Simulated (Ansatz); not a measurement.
Working through vertical spin-state energies of CH₂F₂GeO, SMILES F[CH]1[O][GeH]1[F]

Computed with Ansatz 0.2.0 through its Python package.

At the Python prompt:
```pycon
>>> import ansatz as az
>>> GEOMETRY = """
... F     1.10260   -1.44430    1.01630
... C     0.20230   -0.31580    0.90970
... O    -0.98160   -0.63710    0.27210
... Ge    0.12400    0.41370   -0.87070
... F    -0.71490    1.97140   -0.99870
... H     0.06130    0.37460    1.78020
... H     0.26750   -0.43050   -2.15460
... """
>>> mol = az.Crystal.molecule()
>>> for line in GEOMETRY.strip().splitlines():
...     symbol, *xyz = line.split()
...     mol = mol.atom(symbol, [float(v) for v in xyz])
...
>>> base = mol.calculation().basis(gaussian="cc-pVDZ").functional("cam_b3lyp")
>>> found = {}
>>> for unpaired in [0, 2]:
...     data = base.spin("collinear", total=unpaired).run().report
...     s = unpaired / 2
...     found[unpaired] = data["free_energy_ev"]
...     print(f"2S+1 = {unpaired + 1}: E = {found[unpaired]:.5f} eV, <S^2> = {abs(data['mean_field']['state']['spin_squared']):.3f} (pure state {s * (s + 1):.2f})")
...
2S+1 = 1: E = -65067.76637 eV, <S^2> = 0.000 (pure state 0.00)
2S+1 = 3: E = -65064.66330 eV, <S^2> = 2.008 (pure state 2.00)
>>> lowest = min(found, key=found.get)
>>> for unpaired, e in found.items():
...     print(f"multiplicity {unpaired + 1}: {96.485332 * (e - found[lowest]):.1f} kJ/mol above the lowest")
...
multiplicity 1: 0.0 kJ/mol above the lowest
multiplicity 3: 299.4 kJ/mol above the lowest
```

In order: multiplicity 1 (+0.00 eV) and multiplicity 3 (+3.10 eV), all at the one geometry.

What to keep in mind:
- Total energies depend on the basis set; only differences at equal settings carry meaning.
- The geometry is a force-field or estimated start, not a minimum of this method, and the basis set is short of its limit. All parts are taken at fixed geometry, without zero-point energy.
- Wall time of the script: 28 s on 1 thread of Arm Neoverse N1, with other jobs on the host, peak memory 0.39 GiB.
